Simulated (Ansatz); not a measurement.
**C2H3Ge radical: a ladder of functionals and wavefunction methods**

One table from this session's results is given with a row withheld; the runs are named, their logs left out.

Computed with Ansatz 0.2.0, Gaussian basis. Level: functionals in def2-TZVPP, the program's frozen cores in correlated methods.

The runs, in order: LDA (SPW92), PBE-D4, revPBE-D4, BLYP-D4, r2SCAN-D4, B97M-V, PBE0-D4, B3LYP-D4, r2SCANh-D4, r2SCAN0-D4, HSE06-D4, BHLYP-D4, CAM-B3LYP-D4, LC-ωPBE, ωB97X-V, ωB97M-V, B2PLYP, PBE-QIDH; CCSD(T)/def2-SVP; CCSD(T)/def2-TZVPP; MP2/def2-QZVPP; extrapolation to the limit; RPA on PBE.

### The geometry

The geometry comes from an earlier relaxation with PBE0-D4 in a triple-zeta def2 set; it is a stationary point.

6 atoms, charge 0, spin multiplicity 2.

Atoms are counted from 1 here; the program's logs count them from 0.

Bond lengths: C1–C2 1.211 Å, C2–Ge3 1.905 Å, Ge3–H4 1.532 Å, Ge3–H5 1.532 Å, Ge3–H6 1.532 Å. Angles: C1–C2–Ge3 180.0°, C2–Ge3–H4 108.1°, C2–Ge3–H5 108.1°, C2–Ge3–H6 108.1°, H4–Ge3–H5 110.8°, H4–Ge3–H6 110.8°, H5–Ge3–H6 110.8°.

Set-up of the first run:

Input file in.yaml:

```yaml
crystal:
  periodic: [false, false, false]
  atoms:
    - {symbol: C, position_ang: [1.063023, -1.993706, 1.127224]}
    - {symbol: C, position_ang: [0.554771, -1.039426, 0.581641]}
    - {symbol: Ge, position_ang: [-0.244171, 0.461052, -0.277722]}
    - {symbol: H, position_ang: [-1.482095, -0.028106, -1.035910]}
    - {symbol: H, position_ang: [0.783712, 1.059716, -1.242935]}
    - {symbol: H, position_ang: [-0.633038, 1.476369, 0.801404]}
basis:
  gaussian: {orbitals: def2-TZVPP}
magnetization: {spin_polarized: true, initial_magnetization: 1}
hamiltonian: {xc: lda}
output: {orbitals: {seedname: orbitals}}
```

Among the steps run: LDA; PBE-D4 (GGA); revPBE-D4 (GGA); BLYP-D4 (GGA); r2SCAN-D4 (meta-GGA); B97M-V (meta-GGA); PBE0-D4 (hybrid); B3LYP-D4 (hybrid); r2SCANh-D4 (hybrid); r2SCAN0-D4 (hybrid); HSE06-D4 (hybrid); BHLYP-D4 (hybrid); CAM-B3LYP-D4 (range-separated); LC-ωPBE-D4 (range-separated; the results give it without D4); ωB97X-V (range-separated); ωB97M-V (range-separated); B2PLYP (double hybrid); PBE-QIDH (double hybrid).

One of the session's tables, all rows but one given; the rest of the session is left out.

It belongs to the step «Frontier levels by functional». 

| functional | HOMO (eV) | LUMO (eV) | gap (eV) |
| --- | --- | --- | --- |
| LDA (SPW92) | -7.14 | -6.59 | 0.56 |
| PBE-D4 | -7.03 | -6.03 | 1.00 |
| revPBE-D4 | -6.97 | -5.84 | 1.13 |
| BLYP-D4 | -6.88 | -6.16 | 0.72 |
| r2SCAN-D4 | -7.25 | -5.23 | 2.01 |
| B97M-V | -7.26 | -5.84 | 1.42 |
| PBE0-D4 | -8.25 | -4.65 | 3.60 |
| B3LYP-D4 | -8.02 | -5.27 | 2.75 |
| r2SCANh-D4 | -7.71 | -4.78 | 2.93 |
| r2SCAN0-D4 | -8.39 | -4.11 | 4.29 |
| HSE06-D4 | -7.84 | -5.05 | 2.80 |
| BHLYP-D4 | -9.32 | -3.58 | 5.74 |
| CAM-B3LYP-D4 | ? | ? | ? |
| LC-ωPBE | -11.07 | -1.92 | 9.15 |
| ωB97X-V | -10.66 | -2.82 | 7.84 |
| ωB97M-V | -10.48 | -2.83 | 7.65 |

Estimate the missing values for CAM-B3LYP-D4.

The run gave: HOMO (eV): -9.62; LUMO (eV): -3.74; gap (eV): 5.88. In the column «HOMO (eV)» it lies between ωB97M-V (-10.48) and BHLYP-D4 (-9.32).
